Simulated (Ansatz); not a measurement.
**AlCl₃H₂O: how energies converge with the basis set**

How large a basis does AlCl₃H₂O need? Two functionals are run in growing sets.

Method: one geometry, several basis sets; program: Ansatz 0.2.0, Gaussian basis.

Levels to be run: PBE0-D4/def2-SVP; ωB97M-V/def2-SVP; PBE0-D4/def2-QZVPP; ωB97M-V/def2-QZVPP; the functionals' def2-TZVPP values are taken from earlier runs.

## (1) Structure used throughout

All runs share one geometry, relaxed beforehand with PBE0-D4 in a triple-zeta def2 set.

SMILES `[OH2+][Al-]([Cl])([Cl])[Cl]`, 7 atoms, charge 0, spin multiplicity 1.

Atoms are counted from 1 here; the program's logs count them from 0.

Bond lengths: O1–Al2 1.948 Å, O1–H6 0.967 Å, O1–H7 0.967 Å, Al2–Cl3 2.112 Å, Al2–Cl4 2.091 Å, Al2–Cl5 2.112 Å. Angles: Al2–O1–H6 111.7°, Al2–O1–H7 111.7°, H6–O1–H7 108.6°, O1–Al2–Cl3 97.2°, O1–Al2–Cl4 105.6°, O1–Al2–Cl5 97.2°, Cl3–Al2–Cl4 116.9°, Cl3–Al2–Cl5 117.4°, Cl4–Al2–Cl5 116.9°.

## (2) PBE0-D4 in def2-SVP

Input file in.yaml:

```yaml
crystal:
  periodic: [false, false, false]
  atoms:
    - {symbol: O, position_ang: [-0.708510, 0.516675, 0.761127]}
    - {symbol: Al, position_ang: [0.327410, -0.534140, -0.510434]}
    - {symbol: Cl, position_ang: [2.096032, -0.665462, 0.635989]}
    - {symbol: Cl, position_ang: [-0.752962, -2.302576, -0.789637]}
    - {symbol: Cl, position_ang: [0.297817, 0.863956, -2.092843]}
    - {symbol: H, position_ang: [-0.990596, 1.359617, 0.381129]}
    - {symbol: H, position_ang: [-0.207989, 0.693830, 1.568970]}
basis:
  gaussian: {orbitals: def2-SVP}
hamiltonian: {xc: pbe0, dispersion: d4}
output: {orbitals: {seedname: orbitals}}
```

The runs that follow: ωB97M-V in def2-SVP; PBE0-D4 in def2-QZVPP; ωB97M-V in def2-QZVPP.

Before running them: what should the planned runs give, taken together? Wanted: PBE0-D4: double and triple zeta above quadruple; ωB97M-V: double and triple zeta above quadruple.

**Answer**, as computed:

```
                                       quantity           value
PBE0-D4: double and triple zeta above quadruple  19.25, 1.43 eV
ωB97M-V: double and triple zeta above quadruple  19.05, 1.37 eV
```

In words: For PBE0-D4 the step from double to triple zeta gains 17.81 eV and the next only 1.43 eV. Total energies overstate the basis error of differences, where much of it tends to cancel. The LUMO of ωB97M-V is positive and keeps falling with the basis (1.24 to 0.21 eV): an unbound level that the basis holds in place.
